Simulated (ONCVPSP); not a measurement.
# Pb: the cost of one run

Program: ONCVPSP 4.0.1. Reference atom: PBE, scalar-relativistic, spherical and spin-unpolarised. All values are calculated.

## Step 1: Settings

Typed settings, in words:

- element: lead (Pb, Z = 82)
- type: optimised norm-conserving Vanderbilt (ONCV)
- frozen core: [Kr] 4d10 4f14
- valence charge: 22
- reference configuration: 5s2 5p6 5d10 6s2 6p2
- partial waves: 5s+6s: rc 1.45 bohr, ncon 5, nbas 8, qcut 9.9 1/bohr, 2 projectors; 5p+6p: rc 1.35 bohr, ncon 5, nbas 8, qcut 9.5 1/bohr, 2 projectors; 5d: rc 1.35 bohr, ncon 4, nbas 8, qcut 10.6 1/bohr, local
- local potential: the d channel
- core correction: Teter function, fcfact 2, rcfact 1.7

The outer shells as boxes (Hund's rule for the drawing; the calculation is spin-unpolarised):

```
[Kr] core
4d [↑↓][↑↓][↑↓][↑↓][↑↓]
4f [↑↓][↑↓][↑↓][↑↓][↑↓][↑↓][↑↓]
5s [↑↓]
5p [↑↓][↑↓][↑↓]
5d [↑↓][↑↓][↑↓][↑↓][↑↓]
6s [↑↓]
6p [↑ ][↑ ][  ]
```

An earlier all-electron run gives the scale for the radii.

All-electron outer shells of the reference configuration (PBE, scalar-relativistic, ld1.x):

```tsv
shell	level (eV)	outermost node (bohr)	outermost maximum (bohr)
4d	-402.09	0.19	0.39
5s	-144.16	0.45	0.79
4f	-132.89	–	0.35
5p	-85.83	0.49	0.88
5d	-21.18	0.52	1.07
6s	-12.04	1.01	1.95
6p	-3.50	1.18	2.67
```

## Step 2: Generating the potential

Contents of Pb.dat:

```
# ATOM AND REFERENCE CONFIGURATION
# atsym  z   nc   nv     iexc    psfile
  Pb 82.00   10    5        4      upf
#
#   n    l    f
    1    0    2.00
    2    0    2.00
    2    1    6.00
    3    0    2.00
    3    1    6.00
    3    2   10.00
    4    0    2.00
    4    1    6.00
    4    2   10.00
    4    3   14.00
    5    0    2.00
    5    1    6.00
    5    2   10.00
    6    0    2.00
    6    1    2.00
#
# PSEUDOPOTENTIAL AND OPTIMIZATION
# lmax
    2
#
#   l,   rc,      ep,       ncon, nbas, qcut
    0    1.45    0.00    5    8    9.90
    1    1.35    0.00    5    8    9.50
    2    1.35    0.00    4    8   10.60
#
# LOCAL POTENTIAL
# lloc, lpopt,  rc(5),   dvloc0
    2    5    1.35    0.00
#
# VANDERBILT-KLEINMAN-BYLANDER PROJECTORs
# l, nproj, debl
    0    2    1.10
    1    2    3.90
    2    0    1.20
#
# MODEL CORE CHARGE
# icmod, fcfact, rcfact
    3    2.00    1.70
#
# LOG DERIVATIVE ANALYSIS
# epsh1, epsh2, depsh
   -7.00    5.00    0.04
#
# OUTPUT GRID
# rlmax, drl
    6.00    0.01
#
# TEST CONFIGURATIONS
# ncnf
    4
# nvcnf
#   n    l    f
    5
    5    0    2.00
    5    1    6.00
    5    2   10.00
    6    0    2.00
    6    1    1.00
#
    5
    5    0    2.00
    5    1    6.00
    5    2   10.00
    6    0    2.00
    6    1    0.00
#
    5
    5    0    2.00
    5    1    6.00
    5    2   10.00
    6    0    1.00
    6    1    0.00
#
    5
    5    0    2.00
    5    1    6.00
    5    2   10.00
    6    0    2.00
    6    1    1.50
#
```

Command:

```sh
oncvpsp.x < Pb.dat > Pb.out
```

**Question.** How long does this run take on 1 thread of Intel Xeon at 2.80GHz, shared host?

About 4.9 s.
